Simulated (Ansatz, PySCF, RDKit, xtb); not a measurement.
**Solving InSiH2S+, step by step**

Given the formula InSiH2S+ (charge +1) and nothing else, which arrangement of the atoms is the most stable in the gas at 298.15 K, and what are its properties?

Plan: many cheap relaxations first (GFN2-xTB), then density-functional screening, relaxation at B3LYP-D3(BJ)/def2-SVP, vibrations and a final energy. The numbers are computed, not measured.

6 further runs of the same task are left out: 6 set aside as unsound or not needed.

## 1. Drawing up candidates

A program enumerates the bonding patterns with one Lewis structure each (two rings at most, one unusual centre or charged pair), with their diastereomers. O–O, O–halogen and N–halogen bonds and N–N–N chains are not drawn. That gives 17 candidates.

c016 [SiH2+][In+][S-]; c067 [SH+]=[SiH][In] (triplet); c116 [S+]#[Si][InH2]; c141 [Si+]1=[SH][InH]1; c260 [SiH]#[S][InH+]; c455 S=[SiH][InH+]; c513 [Si+]1=[S+][InH2-]1; c548 [SH]#[Si][InH+]; c654 [Si+]#[S][InH2]; c723 [SH+]=[SiH][In]; c771 [SiH][In+][SH] (triplet); c882 [SiH][In+][SH]; c918 [SiH2]1[S][In+]1; c939 [SiH2]=[S+][In] (triplet); c944 [SiH]1=[SH][In+]1; c950 [SiH2]=[S+][In]; c978 [SiH]1=[S+][InH]1.

Candidates are built by distance geometry, with a force field where one applies, in up to four conformers (letters a to d). 16 starts with atoms placed at random are added, to find patterns that the rules miss.

**Question.** With final energies at CCSD(T)/def2-TZVPP, which structure will this search put lowest in free energy, and by what margin?

| quantity | value |
| --- | --- |
| lowest structure found | [SiH2]=[S+][In], singlet, Cs |
| next finalist | [In].[SiH][SH] ‡, singlet, 16.3 kcal/mol higher in G |
| share at equilibrium, among the finalists | 100.0 % |
| harmonic wavenumbers, lowest and highest (B3LYP-D3(BJ)/def2-SVP) | 60 and 2310 cm⁻¹ |
| rotational constants, same geometry | 0.407, 0.03442, 0.03173 cm⁻¹ |
| HOMO energy (PBE0/def2-TZVPD) | -11.86 eV |
| LUMO energy (PBE0/def2-TZVPD) | -7.14 eV |
| HOMO–LUMO gap (PBE0/def2-TZVPD) | 4.72 eV |
| lowest excitation (TD-B3LYP/def2-SVPD) | 3.24 eV (f = 0.001) |
| strongest of the states computed, same level | 5.92 eV (f = 0.412) |
| lowest triplet excitation, same level, Tamm-Dancoff | 3.01 eV |
| vertical ionisation energy | 13.71 eV |
| vertical recombination energy (electron added) | 5.50 eV |
| vertical triplet less singlet | +3.09 eV |

The search ends on `[SiH2]=[S+][In]`. Among the finalists first place is clear (16.3 kcal/mol); structures outside the list aren't covered. B3LYP-D3(BJ)/def2-SVP, HF/def2-TZVPP and MP2/def2-TZVPP already put its bonding pattern lowest among the structures in one piece. Spin-orbit coupling, which matters for elements this heavy, is left out. Lowest found is not proven lowest: the search is finite, and each finalist counts with one conformer.

‡ marks the bonded skeleton alone, with all bonds drawn single: no Lewis structure was assigned that passes a check against the bond lengths.
